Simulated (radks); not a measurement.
**Ionising thallium step by step, Tl⁴²⁺ to Tl⁶²⁺**

An exercise on one series of results from a longer session: the logs are not shown, and one member is left open.

Method: scalar-relativistic Kohn-Sham, r2SCAN, spin-polarised, spherical densities, finite nucleus; open shells are filled with parallel spins first. Code: radks (a radial shooting solver on a logarithmic mesh, Libxc functionals) version 1.

## Starting point

- element: thallium (Z = 81)
- charges: 42 to 62
- first configuration: [Kr] 4d3
- last configuration: [Ar] 3d1

The outer shells:

Tl⁴²⁺
```
[Kr] core
4d [↑ ][↑ ][↑ ][  ][  ]
```

Tl⁶²⁺
```
[Ar] core
3d [↑ ][  ][  ][  ][  ]
```

The first run:

Settings of this run:

```text
Z 81
configuration [Kr] 4d3
relativity scalar-relativistic
functional r2scan,r2scan
spin polarised
nucleus finite rms 5.4759 fm
c 137.035999084
```

Among the steps run: Tl⁴²⁺, [Kr] 4d3.

One table of the session follows, with a row left open; its other results are not shown here.

It belongs to the step «Tl⁴²⁺, [Kr] 4d3». From the orbitals of this run (lengths in bohr):

```
  level     <r>  outermost maximum (interpolated)  90 % within  nodes
  3d up  0.1598                             0.132        0.246      0
3d down  0.1598                             0.132        0.246      0
  4s up  0.3577                             0.350        0.506      3
4s down  0.3579                             0.350        0.506      3
  4p up       ?                                 ?            ?      ?
4p down  0.3707                             0.363        0.529      2
  4d up  0.3689                             0.357        0.536      1
4d down  0.3691                             0.357        0.537      1
```

Estimate the missing values for 4p up.

**Answer.** <r>: 0.3703; outermost maximum (interpolated): 0.363; 90 % within: 0.528; nodes: 2. In the column «<r>» it lies between 4d down (0.3691) and 4p down (0.3707).

Caveats from the session: Open shells are spherical and high-spin; term and fine-structure splittings are not resolved.
